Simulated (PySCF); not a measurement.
# OsO2Cl2: forces at shaken geometries

Aim: move all atoms of relaxed OsO2Cl2 at random and read energies and forces. It is a constructed species; whether it can be made isn't addressed.

Computed with PySCF 2.14.0. Level: TPSS, Os def2-SVP with ECP60, O def2-SVP, Cl def2-SVP; scalar-relativistic core potentials, no spin–orbit coupling.

4 further runs of the same task are left out: 1 for a known fault of the program, 1 that didn't finish, 2 set aside as unsound or not needed.

**1. Where the work starts**

5 atoms, charge 0, spin multiplicity 1.

Bond lengths: Os1–O2 1.708 Å, Os1–O3 1.708 Å, Os1–Cl4 2.281 Å, Os1–Cl5 2.281 Å. Angles: O2–Os1–O3 125.9°, O2–Os1–Cl4 109.5°, O2–Os1–Cl5 109.2°, O3–Os1–Cl4 109.2°, O3–Os1–Cl5 109.5°, Cl4–Os1–Cl5 86.4°.

Geometry (Å):

```
Os    0.2625    0.2625    0.0000
O     1.4708    0.1520    1.2018
O     0.1520    1.4708   -1.2018
Cl   -1.7891   -0.0375    0.9517
Cl   -0.0375   -1.7891   -0.9517
```

Formal oxidation states: Os +6. An earlier session relaxed this geometry at TPSS, Os def2-SVP with ECP60, O def2-SVP, Cl def2-SVP (singlet, point group C2v).

Its energy there is -1161.275272 Eh.

**2. Atoms moved at random, σ = 0.06 Å**

run.py (the lines that set the calculation) reads:

```python
mol = gto.M(atom='''
Os     0.25830     0.19986    -0.00679
O      1.48942     0.17388     1.20506
O      0.21288     1.51617    -1.19842
Cl    -1.83463     0.05846     0.88675
Cl    -0.06735    -1.88975    -0.88659''',
    basis={'Os': 'def2-SVP', 'O': 'def2-SVP', 'Cl': 'def2-SVP'},
    ecp={'Os': 'def2-SVP'},
    charge=0, spin=0)
mf = dft.RKS(mol, xc='TPSS')
mf.grids.atom_grid = (50, 194)
mf = mf.density_fit()  # fitting sets: Os def2-universal-JKFIT, O def2-universal-JKFIT, Cl def2-universal-JKFIT
mf.conv_tol = 1e-08; mf.max_cycle = 55
mf.kernel(dm0)  # dm0: the density of the relaxed state
```

On the command line:

```bash
$ OMP_NUM_THREADS=2 python run.py
```

**3. Atoms moved at random, σ = 0.1 Å**

run.py (the lines that set the calculation) reads:

```python
mol = gto.M(atom='''
Os     0.30515     0.38339    -0.03170
O      1.38391     0.10431     1.14606
O      0.07161     1.40978    -1.20437
Cl    -1.68468     0.00674     0.75578
Cl    -0.01738    -1.84560    -0.66577''',
    basis={'Os': 'def2-SVP', 'O': 'def2-SVP', 'Cl': 'def2-SVP'},
    ecp={'Os': 'def2-SVP'},
    charge=0, spin=0)
mf = dft.RKS(mol, xc='TPSS')
mf.grids.atom_grid = (50, 194)
mf = mf.density_fit()  # fitting sets: Os def2-universal-JKFIT, O def2-universal-JKFIT, Cl def2-universal-JKFIT
mf.conv_tol = 1e-08; mf.max_cycle = 55
mf.kernel(dm0)  # dm0: the density of the relaxed state
```

**4. Atoms moved at random, σ = 0.06 Å**

run.py (the lines that set the calculation) reads:

```python
mol = gto.M(atom='''
Os     0.28832     0.28377     0.03047
O      1.51555     0.06764     1.20326
O      0.12571     1.31980    -1.21476
Cl    -1.80736     0.09581     1.00353
Cl    -0.06360    -1.70841    -1.02251''',
    basis={'Os': 'def2-SVP', 'O': 'def2-SVP', 'Cl': 'def2-SVP'},
    ecp={'Os': 'def2-SVP'},
    charge=0, spin=0)
mf = dft.RKS(mol, xc='TPSS')
mf.grids.atom_grid = (50, 194)
mf = mf.density_fit()  # fitting sets: Os def2-universal-JKFIT, O def2-universal-JKFIT, Cl def2-universal-JKFIT
mf.conv_tol = 1e-08; mf.max_cycle = 55
mf.kernel(dm0)  # dm0: the density of the relaxed state
```

**Question.** What will these runs give? Wanted: for each run, σ; energy rise; harmonic estimate −½ F·u; largest force component.

The runs gave:

| σ (Å) | energy rise (eV) | harmonic estimate −½ F·u (eV) | largest force component (eV/Å) |
| --- | --- | --- | --- |
| 0.06 | 0.177 | 0.170 | 2.80 |
| 0.1 | 1.438 | 1.509 | 8.48 |
| 0.06 | 0.286 | 0.283 | 3.85 |

Every displacement raises the energy. For a harmonic well the rise equals −½ F·u; the two differ by at most 5 % here (a move with σ = 0.1 Å), from anharmonicity, the grid and the small forces left at the relaxed point. These are double-zeta-type bases without diffuse functions. Spin–orbit coupling is left out.
